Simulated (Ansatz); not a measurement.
# CH4AlNOS: a ladder of functionals and wavefunction methods

The task here is to estimate one member of a computed series from the others.

Computed with Ansatz 0.2.0, Gaussian basis. Level: functionals in def2-TZVPP, the program's frozen cores in correlated methods.

Levels to be run: PBE-D4, r2SCAN-D4, PBE0-D4, B3LYP-D4, ωB97X-V, ωB97M-V, B2PLYP; CCSD(T)/def2-TZVPP; MP2/def2-QZVPP; extrapolation to the limit.

**The geometry**

An earlier PBE0-D4 in a triple-zeta def2 set relaxation fixed the geometry.

SMILES `NC(=S)[O][AlH2]`, 9 atoms, charge 0, spin multiplicity 1.

Atoms are counted from 1 here; the program's logs count them from 0.

Bond lengths: N1–C2 1.348 Å, N1–H6 1.006 Å, N1–H7 1.003 Å, C2–S3 1.642 Å, C2–O4 1.327 Å, O4–Al5 1.706 Å, Al5–H8 1.568 Å, Al5–H9 1.583 Å. Angles: C2–N1–H6 122.0°, C2–N1–H7 118.2°, H6–N1–H7 119.8°, N1–C2–S3 123.0°, N1–C2–O4 114.5°, S3–C2–O4 122.5°, C2–O4–Al5 142.0°, O4–Al5–H8 116.8°, O4–Al5–H9 116.2°, H8–Al5–H9 127.1°.

Geometry (Å):

```tsv
atom	x (Å)	y (Å)	z (Å)
N1	0.6570	1.1011	-0.6751
C2	0.9453	-0.2151	-0.6403
S3	2.2175	-0.8744	-1.4429
O4	0.1158	-0.9410	0.0983
Al5	-1.2742	-0.8113	1.0789
H6	-0.1281	1.4881	-0.1788
H7	1.2490	1.7015	-1.2188
H8	-1.8122	-2.1373	1.7200
H9	-1.8815	0.6419	1.2416
```

Set-up of the first run:

Contents of in.yaml:

```yaml
crystal:
  periodic: [false, false, false]
  atoms:
    - {symbol: N, position_ang: [0.657032, 1.101136, -0.675110]}
    - {symbol: C, position_ang: [0.945288, -0.215083, -0.640323]}
    - {symbol: S, position_ang: [2.217483, -0.874386, -1.442937]}
    - {symbol: O, position_ang: [0.115763, -0.940959, 0.098346]}
    - {symbol: Al, position_ang: [-1.274229, -0.811298, 1.078864]}
    - {symbol: H, position_ang: [-0.128137, 1.488110, -0.178770]}
    - {symbol: H, position_ang: [1.248989, 1.701539, -1.218778]}
    - {symbol: H, position_ang: [-1.812233, -2.137309, 1.720015]}
    - {symbol: H, position_ang: [-1.881455, 0.641949, 1.241592]}
basis:
  gaussian: {orbitals: def2-TZVPP}
hamiltonian: {xc: pbe, dispersion: d4}
output: {forces: true, orbitals: {seedname: orbitals}}
```

Command:

```console
ansatz run in.yaml --threads 4 --pin off --events-out ev --progress --plain --max-ram 10444MiB
```

Steps of the session up to this table: PBE-D4 (GGA); r2SCAN-D4 (meta-GGA); PBE0-D4 (hybrid); B3LYP-D4 (hybrid); ωB97X-V (range-separated); ωB97M-V (range-separated); B2PLYP (double hybrid); CCSD(T) in def2-TZVPP; MP2 in def2-QZVPP.

One table of the session follows, with a row left open; its other results are not shown here.

It belongs to the step «Atomisation energies». 

| method | atomisation energy (kcal/mol) |
| --- | --- |
| PBE-D4 | ? |
| r2SCAN-D4 | 763.2 |
| PBE0-D4 | 759.0 |
| B3LYP-D4 | 760.0 |
| ωB97X-V | 763.6 |
| ωB97M-V | 764.0 |
| B2PLYP | 750.0 |
| HF/def2-TZVPP | 507.9 |
| MP2/def2-TZVPP | 751.7 |
| CCSD/def2-TZVPP | 714.8 |
| CCSD(T)/def2-TZVPP | 731.3 |
| MP2/CBS | 778.5 |
| CCSD(T)/CBS | 758.0 |

Estimate the missing values for PBE-D4.

As computed: atomisation energy (kcal/mol): 782.3. In the column «atomisation energy (kcal/mol)» it is the highest.

To keep in mind: Free atoms (1 N, 1 C, 1 S, 1 O, 1 Al, 4 H) were run apart at each level; the atomisation energy is their sum less the molecule, without zero-point or spin-orbit terms.
